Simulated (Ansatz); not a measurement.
**TiCO (septet): from Hartree-Fock to the top rungs, def2-TZVPP**

The task here is to estimate one member of a computed series from the others.

Computed with Ansatz 0.2.0, Gaussian basis. Level: def2-TZVPP, core rule «outside noble gas», up to 11 orbitals frozen.

The runs, in order: UHF; CCSD(T) on ROHF; CCSD(T) on UHF; CCSDT(Q) on ROHF; CCSDT(Q) on UHF.

8 further runs of the same task are left out: 3 for a known fault of the program, 5 set aside as unsound or not needed.

## What is computed

The geometry is a PBE0/def2-TZVP stationary point (not a proven minimum) of the parent state, kept for this charge and spin.

3 atoms, charge 0, spin multiplicity 7.

Atoms are counted from 1 here; the program's logs count them from 0.

Bond lengths: Ti1–C2 2.024 Å, C2–O3 1.150 Å. Angles: Ti1–C2–O3 180.0°.

The first run:

File in.yaml:

```yaml
crystal:
  periodic: [false, false, false]
  atoms:
    - {symbol: Ti, position_ang: [0.000000, 0.000000, 1.732600]}
    - {symbol: C, position_ang: [0.000000, 0.000000, -0.291200]}
    - {symbol: O, position_ang: [0.000000, 0.000000, -1.441400]}
basis:
  gaussian: {orbitals: def2-TZVPP}
magnetization: {spin_polarized: true, initial_magnetization: 6}
hamiltonian: {xc: hf}
output: {orbitals: {seedname: orbitals}}
```

Command:

```bash
ansatz run in.yaml --threads 1 --pin off --events-out ev --progress --plain --max-ram 2816MiB --backend cpu
```

Steps of the session up to this table: UHF; CCSD(T) on ROHF; CCSD(T) on UHF; CCSDT(Q) on ROHF; CCSDT(Q) on UHF.

One table of the session follows, with a row left open; its other results are not shown here.

```
   method  from RCCSDT(Q) (kJ/mol)
     RMP2                   +108.9
     UMP2                   +109.7
    RCCSD                    +64.4
    UCCSD                    +56.1
 RCCSD(T)                     +8.2
 UCCSD(T)                     +1.6
   RCCSDT                     +2.7
   UCCSDT                        ?
RCCSDT(Q)                        0
UCCSDT(Q)                     -9.6
```

Q: Estimate the row for UCCSDT from the others.

**Answer.** from RCCSDT(Q) (kJ/mol): -4.3. In the column «from RCCSDT(Q) (kJ/mol)» it lies between UCCSDT(Q) (-9.6) and RCCSDT(Q) (0).

Left out of the table: ROHF, UHF (another determinant or state than the rows shown).

To keep in mind: Warnings: coupled cluster took another determinant than the lowest; large T1 diagnostic. Restricted and unrestricted rows rest on different reference determinants; where their highest levels disagree by more than a few hundredths of an eV, they describe different states and don't form one ladder.
